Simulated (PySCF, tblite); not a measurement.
# C5H11ClGeSi: geometry, infrared bands and NMR shifts

Wanted: the infrared bands and NMR shifts of C5H11ClGeSi (`C[C]1=C[SiH2][Ge@H]1[CH2]CCl`), by calculation.

Programs: tblite 0.8.0 and PySCF 2.14.0, with density-fitted response routines of our own. Each step states its level of theory. These are calculated values for one molecule in the gas phase, unless marked as measured. Atoms count from 0, in the outputs and in this text.

### Step 1. The molecule as given

19 atoms, charge 0, multiplicity 1; geometry from: force field or distance geometry start.

Bonds of the start (Å): C0–C1 1.56, C1–C2 1.26, C2–Si3 1.80, Si3–Ge4 2.21, Ge4–C5 1.94, C5–C6 1.49, C6–Cl7 1.79, Ge4–C1 1.83, C0–H8 1.11, C0–H9 1.09, C0–H10 1.09, C2–H11 1.17, Si3–H12 1.47, Si3–H13 1.49, Ge4–H14 1.58, C5–H15 1.10, C5–H16 1.11, C6–H17 1.11, C6–H18 1.13.

### Step 2. Optimising the geometry with GFN2-xTB

Job settings and geometry (Å):

```
{"job": {"kind": "relax", "xc": "GFN2-xTB", "basis": "xTB"}, "charge": 0, "multiplicity": 1}
C     -2.001100    -1.563300     0.189900
C     -1.336400    -0.172900    -0.077400
C     -1.640900     0.949500     0.413000
Si    -0.514500     2.179800    -0.253200
Ge     0.114900     0.237600    -1.111800
C      1.849600    -0.483400    -0.639700
C      2.119900    -0.533200     0.823900
Cl     2.063100     1.075500     1.597100
H     -3.098700    -1.430000     0.104200
H     -1.726800    -1.841800     1.205000
H     -1.669300    -2.214000    -0.625500
H     -2.525300     1.171300     1.145400
H     -1.101600     3.205500    -1.129800
H      0.300500     2.772500     0.843500
H     -0.170700     0.178700    -2.659700
H      1.967500    -1.506000    -1.036300
H      2.632900     0.139200    -1.130500
H      1.534500    -1.296000     1.379900
H      3.192400    -0.859700     0.954400
```

On the command line:

```bash
$ OMP_NUM_THREADS=1 python probes_run.py task.json out
```

This one command runs all jobs of the session in turn.

**Question.** This job is followed by: GFN2-xTB harmonic vibrations, gas phase; GIAO PBE0/pcSseg-1 NMR shielding, non-relativistic, gas phase. What will the session give for the following? strongest single infrared mode (GFN2-xTB); zero-point energy (GFN2-xTB); 13C shifts against TMS (PBE0/pcSseg-1); 1H shifts against TMS (PBE0/pcSseg-1, means over atoms taken as alike); 29Si shifts against TMS (PBE0/pcSseg-1); 73Ge shifts against GeMe4 (PBE0/pcSseg-1); 35Cl shifts against HCl (PBE0/pcSseg-1); surface potential, 1st and 99th percentile.

**Answer**, as computed:

| quantity | value |
| --- | --- |
| strongest single infrared mode (GFN2-xTB) | 1708 cm⁻¹, 707 km/mol |
| zero-point energy (GFN2-xTB) | 85.4 kcal/mol |
| 13C shifts against TMS (PBE0/pcSseg-1) | 192.2, 150.4, 50.1, 31.3, 29.6 ppm |
| 1H shifts against TMS (PBE0/pcSseg-1, means over atoms taken as alike) | 6.81, 5.15, 5.14, 4.93, 4.02, 3.71, 2.28, 1.95, 1.65 ppm |
| 29Si shifts against TMS (PBE0/pcSseg-1) | -32.8 ppm |
| 73Ge shifts against GeMe4 (PBE0/pcSseg-1) | -121 ppm |
| 35Cl shifts against HCl (PBE0/pcSseg-1) | 138 ppm |
| surface potential, 1st and 99th percentile | -0.75 V and 1.00 V |

The optimisation took 127 steps and gained 1.496 eV; among the close pairs (by a distance rule), Si3–Ge4 changed most, from 2.215 to 2.397 Å. All 51 modes are real, so the xTB geometry is a minimum. The strongest single mode, at 1708 cm⁻¹, moves mainly H14. GFN2-xTB is a fitted tight-binding method: band positions and strengths are rough. Its intensities can rank the bands wrongly. H11 (hydrogen on an alkene CH) lies farthest downfield among hydrogen, at 6.81 ppm; attached to an sp2 carbon and in the plane of the double bond. At PBE0/pcSseg-1: The widest tensor belongs to Cl7: span 394 ppm, with a paramagnetic part of -337 ppm. Spin-orbit coupling is left out, which matters for shieldings and couplings at and beside the heavy atoms.
